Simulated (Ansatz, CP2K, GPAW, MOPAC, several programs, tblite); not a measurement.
# What cheap methods get right for AlN

Aim: run AlN through methods of unlike cost and see what each gets, and at what price.

Method: no spin polarisation, static lattice; gaps from single points on the cell relaxed beforehand with r²SCAN, in MOPAC, tblite, CP2K, Ansatz, GPAW (versions at each run).

### 1 The system as given

It takes space group P6_3mc (No. 186, hexagonal). The conventional cell has a = 3.097 Å, b = 3.097 Å, c = 10.034 Å, α = 90.00°, β = 90.00°, γ = 120.00°. Around Al (site symmetry 3m) lie 4 N at 1.89 to 1.90 Å. Al (site symmetry 3m) has 4 N at 1.89 Å as nearest neighbours. N (site symmetry 3m) has 4 Al at 1.89 to 1.90 Å as nearest neighbours. N (site symmetry 3m) has 4 Al at 1.89 Å as nearest neighbours.

Coordinates:

```
CELL_PARAMETERS angstrom
3.09716 0.00000 0.00000
-1.54858 2.68222 0.00000
0.00000 0.00000 10.03394
ATOMIC_POSITIONS crystal
Al 0.00000 0.00000 0.99873
Al 0.33333 0.66667 0.24984
Al 0.00000 0.00000 0.49873
Al 0.66667 0.33333 0.74984
N 0.00000 0.00000 0.18821
N 0.33333 0.66667 0.43822
N 0.00000 0.00000 0.68821
N 0.66667 0.33333 0.93822
```

The structure type (4H polytype) is imposed and need not be the compound's stable one.

**Question.** The methods are PM6, PM7, GFN1-xTB (tblite), GFN2-xTB (tblite), PBE/DZVP, PBE/SZV, coarse PBE, GLLB-SC, PBE, r2SCAN. What gap does r2SCAN give on this cell, and which other methods (full PBE left aside) come nearest to r2SCAN and farthest in gap, volume and bulk modulus?

| quantity | value |
| --- | --- |
| r2SCAN | gap 4.67 eV, 10.42 Å³/atom, B₀ 211 GPa |
| gap: nearest and farthest of the other methods | PBE/SZV (-0.42 eV), PM6 (+7.95 eV) |
| volume: nearest and farthest of the other methods | PBE/DZVP (+2.1 %), PBE/SZV (+8.8 %) |
| bulk modulus: nearest and farthest of the other methods | PBE/DZVP (-10 %), GFN2-xTB (tblite) (-25 %) |

Among the 8 methods compared for the gap (full PBE left aside), PBE/SZV is nearest to r2SCAN and PM6 farthest. Among the 3 methods compared for the volume (full PBE left aside), PBE/DZVP is nearest to r2SCAN and PBE/SZV farthest. Among the 3 methods compared for the bulk modulus (full PBE left aside), PBE/DZVP is nearest to r2SCAN and GFN2-xTB (tblite) farthest. A minimal basis or a coarse cutoff and mesh shifts results by its own error, so closeness to r2SCAN can be chance. Cluster runs see only the k-points that fold onto the zone centre, so their gaps can miss the band edges. GLLB-SC is compared with its derivative discontinuity added. No volume is given for PM6, PM7, GFN1-xTB (tblite), coarse PBE, which can hide a larger miss. CPU times run from 2.2 s (coarse PBE) to 41 s (PBE/DZVP). On this cell PM6, PBE/DZVP, GLLB-SC cost more than r2SCAN itself (26 s), so they are no saving here. r2SCAN is a yardstick, not the truth: it usually gives gaps below the measured ones.
